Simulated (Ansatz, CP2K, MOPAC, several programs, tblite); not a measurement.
# In3SbAs2 from cheap methods to r2SCAN

How much accuracy does each second buy? In3SbAs2 is computed with 7 methods of unlike cost, up to r2SCAN.

Method: no spin polarisation, static lattice; gaps from single points on the cell relaxed beforehand with r²SCAN, in MOPAC, CP2K, Ansatz (versions at each run).

## (1) The structure to begin with

The structure is orthorhombic, space group Imm2 (No. 44). Conventional cell: a = 4.427 Å, b = 13.281 Å, c = 6.252 Å, α = 90.00°, β = 90.00°, γ = 90.00°. As (site symmetry m) is surrounded by 4 In at 2.65 to 2.67 Å. In (site symmetry m) is surrounded by 3 As at 2.65 to 2.67 Å and 1 Sb at 2.83 Å. Sb (site symmetry mm2) is surrounded by 4 In at 2.80 to 2.83 Å. In (site symmetry mm2) is surrounded by 2 As at 2.65 Å and 2 Sb at 2.80 Å.

As a file:

```cif
data_structure
_symmetry_space_group_name_H-M 'Imm2'
_symmetry_Int_Tables_number 44
_cell_length_a 4.4275
_cell_length_b 13.2812
_cell_length_c 6.2520
_cell_angle_alpha 90.000
_cell_angle_beta 90.000
_cell_angle_gamma 90.000
_cell_volume 367.63
loop_
_atom_site_label
_atom_site_type_symbol
_atom_site_symmetry_multiplicity
_atom_site_Wyckoff_symbol
_atom_site_fract_x
_atom_site_fract_y
_atom_site_fract_z
_atom_site_occupancy
As1 As 4 d 0.00000 0.33173 0.00072 1
In1 In 4 d 0.50000 0.32525 0.23927 1
Sb1 Sb 2 a 0.00000 0.00000 0.99795 1
In2 In 2 b 0.50000 0.00000 0.27207 1
```

The structure type (ordered alloy on zincblende lattice) is imposed and need not be the compound's stable one.

**Question.** The methods are PM6, PM7, PBE/DZVP, PBE/SZV, coarse PBE, PBE, r2SCAN. What gap does r2SCAN give on this cell, and which other methods (full PBE left aside) come nearest to r2SCAN and farthest in gap, volume and bulk modulus?

| quantity | value |
| --- | --- |
| r2SCAN | no gap, 30.64 Å³/atom, B₀ 52 GPa |
| gap: nearest and farthest of the other methods | PBE/DZVP, PBE/SZV, coarse PBE (about 0.00 eV off); PM7 (+5.60 eV) |
| volume: nearest and farthest of the other methods | PBE/DZVP (+4.9 %), PM7 (-8.0 %) |
| bulk modulus: nearest and farthest of the other methods | PBE/SZV (-12 %), PM7 (+80 %) |

For the gap (full PBE left aside), PBE/DZVP, PBE/SZV, coarse PBE tie for nearest to r2SCAN; PM7 is farthest. Among the 3 methods compared for the volume (full PBE left aside), PBE/DZVP is nearest to r2SCAN and PM7 farthest. For the bulk modulus, of the 3 methods compared (full PBE left aside), PBE/SZV comes nearest to r2SCAN and PM7 is farthest. A minimal basis or a coarse cutoff and mesh shifts results by its own error, so closeness to r2SCAN can be chance. Cluster runs see only the k-points that fold onto the zone centre, so their gaps can miss the band edges. No volume is given for PM6, coarse PBE, which can hide a larger miss. CPU times run from 4.8 s (PM7) to 3 min (r2SCAN). PM6, PM7 disagree with r2SCAN even on whether there is a gap. Semilocal functionals can close a small real gap, so r2SCAN's «no gap» may be its own error. r2SCAN is a yardstick, not the truth. Spin-orbit coupling is left out throughout.
